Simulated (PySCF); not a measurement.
# C12H22N2Si (Si(vinyl)2(pyrrolidide)2): the cost of one run

Programs: PySCF 2.14.0, with density-fitted response routines of our own. Each step states its level of theory. These are calculated values for one molecule in the gas phase, unless marked as measured. Atoms are numbered from 0 throughout.

## (1) The starting structure

37 atoms, charge 0, multiplicity 1; geometry from: GFN2-xTB. The atoms were then displaced at random by about 0.03 Å, so the start is not that level's minimum.

Bonds of the start (Å): Si0–C1 1.88, Si0–C6 1.87, Si0–N11 1.80, Si0–N24 1.70, C1–C2 1.32, C1–H3 1.08, C2–H4 1.06, C2–H5 1.10, C6–C7 1.32, C6–H8 1.09, C7–H9 1.12, C7–H10 1.00, N11–C12 1.44, N11–C15 1.48, C12–C13 1.47, C12–H16 1.14, C12–H17 1.16, C13–C14 1.49, C13–H18 1.10, C13–H19 1.09, C14–C15 1.46, C14–H20 1.08, C14–H21 1.06, C15–H22 1.01, C15–H23 1.15, N24–C25 1.39, N24–C28 1.49, C25–C26 1.56, C25–H29 1.05, C25–H30 1.13 and more.

## (2) Geometry optimisation at PBE0-D3(BJ)/def2-SVP

Job settings and geometry (Å):

```
{"job": {"xc": "PBE0", "basis": "def2-SVP", "d3": "d3bj", "grid": 1, "maxiter": 40, "shake": 0.03, "kind": "geom"}, "charge": 0, "multiplicity": 1}
Si     0.695460    -0.101750     0.574760
C      0.663570     0.045280     2.449820
C      0.519450     1.174430     3.123540
H      0.915720    -0.858720     2.994010
H      0.440390     2.112840     2.627940
H      0.608940     1.227730     4.221660
C      2.453530    -0.176980    -0.048890
C      2.934720    -1.165560    -0.781620
H      3.111420     0.631840     0.285340
H      2.239620    -2.003300    -1.034390
H      3.889610    -1.261270    -1.065780
N     -0.008570     1.375080    -0.168100
C      0.674480     2.480810    -0.780290
C     -0.322030     3.378150    -1.376050
C     -1.448160     3.238340    -0.413090
C     -1.406950     1.837630     0.010240
H      1.491730     2.090480    -1.471300
H      1.283460     3.013130     0.046220
H     -0.575400     2.949640    -2.361570
H      0.019360     4.407530    -1.510740
H     -1.290090     3.904560     0.425070
H     -2.365450     3.501020    -0.878310
H     -1.719150     1.675900     0.952050
H     -2.070440     1.213970    -0.686890
N     -0.342720    -1.378850     0.155760
C     -0.492740    -2.533710     0.911070
C     -1.156290    -3.646920     0.047190
C     -0.798180    -3.047150    -1.364380
C     -0.914630    -1.582240    -1.209010
H     -1.048340    -2.380450     1.793710
H      0.526940    -2.926180     1.190320
H     -2.207010    -3.615000     0.101940
H     -0.785140    -4.572030     0.189300
H      0.205400    -3.350590    -1.666670
H     -1.510450    -3.412840    -2.186520
H     -0.371720    -0.986610    -1.909650
H     -1.974710    -1.181810    -1.176170
```

The run is started by

```bash
$ OMP_NUM_THREADS=2 python probes_run.py task.json out
```

This one command runs all jobs of the session in turn.

**Question.** How long does this first job take on 2 threads of AMD EPYC 9R45, shared host, and how much memory does it need?

About 8.7 min, with a peak of 3.2 GiB.
